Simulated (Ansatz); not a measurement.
# C3H11InN2: one species, many methods

The task here is to estimate one member of a computed series from the others.

Method: functionals in def2-TZVPP, the program's frozen cores in correlated methods; program: Ansatz 0.2.0, Gaussian basis.

Levels to be run: LDA (SPW92), PBE-D4, revPBE-D4, BLYP-D4, r2SCAN-D4, B97M-V, PBE0-D4, B3LYP-D4, r2SCANh-D4, r2SCAN0-D4, HSE06-D4, BHLYP-D4, CAM-B3LYP-D4, LC-ωPBE, ωB97X-V, ωB97M-V, B2PLYP, PBE-QIDH; CCSD(T)/def2-SVP; CCSD(T)/def2-TZVPP; MP2/def2-QZVPP; extrapolation to the limit; RPA on PBE.

## The relaxed structure

The geometry comes from an earlier relaxation with PBE0-D4 in a triple-zeta def2 set; it is a stationary point, not always the lowest conformer. In takes the def2 core potential; no spin-orbit term is included.

17 atoms, charge 0, spin multiplicity 1.

Atoms are counted from 1 here; the program's logs count them from 0.

Bond lengths: C1–C2 1.523 Å, C1–H7 1.094 Å, C1–H8 1.098 Å, C1–H9 1.093 Å, C2–C3 1.522 Å, C2–In4 2.167 Å, C2–H10 1.096 Å, C3–H11 1.098 Å, C3–H12 1.093 Å, C3–H13 1.094 Å, In4–N5 2.029 Å, In4–N6 2.029 Å, N5–H14 1.008 Å, N5–H15 1.009 Å, N6–H16 1.009 Å, N6–H17 1.009 Å. Angles: C2–C1–H7 111.8°, C2–C1–H8 110.7°, C2–C1–H9 112.4°, H7–C1–H8 106.8°, H7–C1–H9 107.5°, H8–C1–H9 107.4°, C1–C2–C3 111.7°, C1–C2–In4 111.8°, C1–C2–H10 108.3°, C3–C2–In4 111.6°, C3–C2–H10 108.6°, In4–C2–H10 104.5°, C2–C3–H11 110.8°, C2–C3–H12 112.3°, C2–C3–H13 111.8°, H11–C3–H12 107.4°, H11–C3–H13 106.9°, H12–C3–H13 107.4° and more.

Set-up of the first run:

File in.yaml:

```yaml
crystal:
  periodic: [false, false, false]
  atoms:
    - {symbol: C, position_ang: [0.762971, -1.811544, -0.608726]}
    - {symbol: C, position_ang: [0.950219, -0.318662, -0.370466]}
    - {symbol: C, position_ang: [1.081156, 0.447695, -1.679237]}
    - {symbol: In, position_ang: [-0.620810, 0.499027, 0.878316]}
    - {symbol: N, position_ang: [-1.638149, 2.190843, 0.411324]}
    - {symbol: N, position_ang: [-1.262072, -0.319966, 2.620759]}
    - {symbol: H, position_ang: [-0.155000, -2.022413, -1.165904]}
    - {symbol: H, position_ang: [1.593676, -2.216749, -1.200850]}
    - {symbol: H, position_ang: [0.718739, -2.380206, 0.323607]}
    - {symbol: H, position_ang: [1.867121, -0.174832, 0.211944]}
    - {symbol: H, position_ang: [1.906412, 0.048569, -2.283035]}
    - {symbol: H, position_ang: [1.277662, 1.511120, -1.520254]}
    - {symbol: H, position_ang: [0.174807, 0.370641, -2.287228]}
    - {symbol: H, position_ang: [-1.226302, 2.861929, -0.218631]}
    - {symbol: H, position_ang: [-2.141285, 2.679358, 1.136552]}
    - {symbol: H, position_ang: [-2.173874, -0.060552, 2.966984]}
    - {symbol: H, position_ang: [-1.115272, -1.304279, 2.784835]}
basis:
  gaussian: {orbitals: def2-TZVPP}
hamiltonian: {xc: lda}
output: {orbitals: {seedname: orbitals}}
```

Among the steps run: LDA; PBE-D4 (GGA); revPBE-D4 (GGA); BLYP-D4 (GGA); r2SCAN-D4 (meta-GGA); B97M-V (meta-GGA); PBE0-D4 (hybrid); B3LYP-D4 (hybrid); r2SCANh-D4 (hybrid); r2SCAN0-D4 (hybrid); HSE06-D4 (hybrid); BHLYP-D4 (hybrid); CAM-B3LYP-D4 (range-separated); LC-ωPBE (range-separated); ωB97X-V (range-separated); ωB97M-V (range-separated); B2PLYP (double hybrid); PBE-QIDH (double hybrid).

One of the session's tables, all rows but one given; the rest of the session is left out.

It belongs to the step «Orbital energies across the functionals». 

```
  functional  HOMO (eV)  gap (eV)
 LDA (SPW92)      -5.30      3.95
      PBE-D4      -5.12      3.97
   revPBE-D4      -5.04      4.01
     BLYP-D4      -4.99      3.86
   r2SCAN-D4          ?         ?
      B97M-V      -5.44      4.32
     PBE0-D4      -6.45      6.14
    B3LYP-D4      -6.21      5.59
  r2SCANh-D4      -5.88      5.36
  r2SCAN0-D4      -6.64      6.54
    HSE06-D4      -6.04      5.37
    BHLYP-D4      -7.68      8.06
CAM-B3LYP-D4      -7.85      8.37
     LC-ωPBE      -9.24     10.87
     ωB97X-V      -8.86     10.34
     ωB97M-V      -8.77      9.86
```

**Question.** Estimate the row for r2SCAN-D4.

Worked estimate for «HOMO (eV)». Against the share of exact exchange, r2SCANh-D4 (0.1, -5.88), r2SCAN0-D4 (0.25, -6.64) give a slope of -5.07 per unit share; at 0 the line stands at -5.37.

As computed: HOMO (eV): -5.38; gap (eV): 4.57. In «HOMO (eV)» the line misses by +0.01.
